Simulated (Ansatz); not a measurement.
Write a Python script for the Ansatz DFT code, driven from Python that makes a ranking of structure types by relaxed energy of Al on several prototypes. Settings (first run): PBEsol, PAW, cutoff 500 eV, Gaussian smearing of 0.05 eV.

`al.py`:
```python
import warnings

import ansatz as az
import numpy as np
import spglib


def sc(A, a):
    return (
        az.Lattice.cubic(a)
        .space_group(221)
        .atom(A, (0, 0, 0))
    )


def hcp(a_site, a):
    return (
        az.Lattice.from_parameters(a, a, 1.633 * a, alpha=90, beta=90, gamma=120)
        .space_group(194)
        .atom(a_site, (1 / 3, 2 / 3, 0.25))
    )


def bcc(a_site, a):
    return (
        az.Lattice.bcc(a)
        .space_group(229)
        .atom(a_site, (0, 0, 0))
        .primitive()
    )


def run_phase(name, crystal):
    calc = crystal.calculation()
    calc = calc.functional('PBEsol')
    calc = calc.basis(500)
    calc = calc.kpoints(spacing=0.33)
    calc = calc.occupations('gaussian', width=0.05)
    calc = calc.stress()
    calc = calc.band_table()
    calc = calc.relax(force_tolerance=0.02, max_steps=40, cell=True)
    return calc.run(threads=1, pin='off')


def volume_per_atom(outcome):
    return abs(np.linalg.det(outcome.lattice.cell_ang)) / len(outcome.lattice.sites)


def pressure_gpa(outcome):
    return float(np.trace(outcome.report['stress_gpa']) / 3)


def space_group(outcome):
    sites = outcome.report['lattice']['sites']
    kinds = sorted({site['symbol'] for site in sites})
    cell = (outcome.lattice.cell_ang, [site['position_frac'] for site in sites], [kinds.index(site['symbol']) for site in sites])
    return spglib.get_spacegroup(cell, symprec=0.01)

warnings.simplefilter('ignore', az.DeckWarning)

phases = {}
phases['sc'] = sc('Al', 2.63)
phases['hcp'] = hcp('Al', 2.86)
phases['bcc'] = bcc('Al', 3.21)

done = {}
for name, crystal in phases.items():
    try:
        done[name] = run_phase(name, crystal)
    except az.NonConvergedError as error:
        print(name, 'did not converge:', str(error)[:120])

energy = {name: o.report['energy_sigma0_ev'] / len(o.lattice.sites) for name, o in done.items()}
lowest = min(energy.values())
rows = [(name, len(o.lattice.sites), 1000 * (energy[name] - lowest), volume_per_atom(o), pressure_gpa(o), space_group(o)) for name, o in done.items()]
rows.sort(key=lambda row: row[2])
print('| phase | atoms | dE (meV/atom) | V (A^3/atom) | P (GPa) | space group |')
print('| --- | --- | --- | --- | --- | --- |')
for row in rows:
    print(f'| {row[0]} | {row[1]:d} | {row[2]:.1f} | {row[3]:.3f} | {row[4]:.2f} | {row[5]} |')
print('order:', ' < '.join(row[0] for row in rows))
```

```console
$ python al.py
| phase | atoms | dE (meV/atom) | V (A^3/atom) | P (GPa) | space group |
| --- | --- | --- | --- | --- | --- |
| hcp | 2 | 0.0 | 16.216 | 0.00 | P6_3/mmc (194) |
| bcc | 1 | 48.5 | 16.584 | -0.02 | Im-3m (229) |
| sc | 1 | 328.5 | 19.535 | 0.02 | Pm-3m (221) |
order: hcp < bcc < sc
```

By space group at the end of each run: P6_3/mmc (+0 meV an atom, 16.2 Å³), Im-3m (+49 meV an atom, 16.6 Å³) and Pm-3m (+329 meV an atom, 19.5 Å³).

What to keep in mind:
- Pressure is positive in compression.
- The cells are built on prototypes, so most aren't the phase found in nature. Rows bear the name of their start, and a relaxation keeps or raises the symmetry. Differences under about 40 meV an atom lie within the error of mesh and functional.
- It ran for 4.9 s on 1 thread of Intel(R) Xeon(R) 6975P-C (Granite Rapids) (shared host), peak memory 0.38 GiB.

(Lines on the test bed's own set-up are left out of the output.)
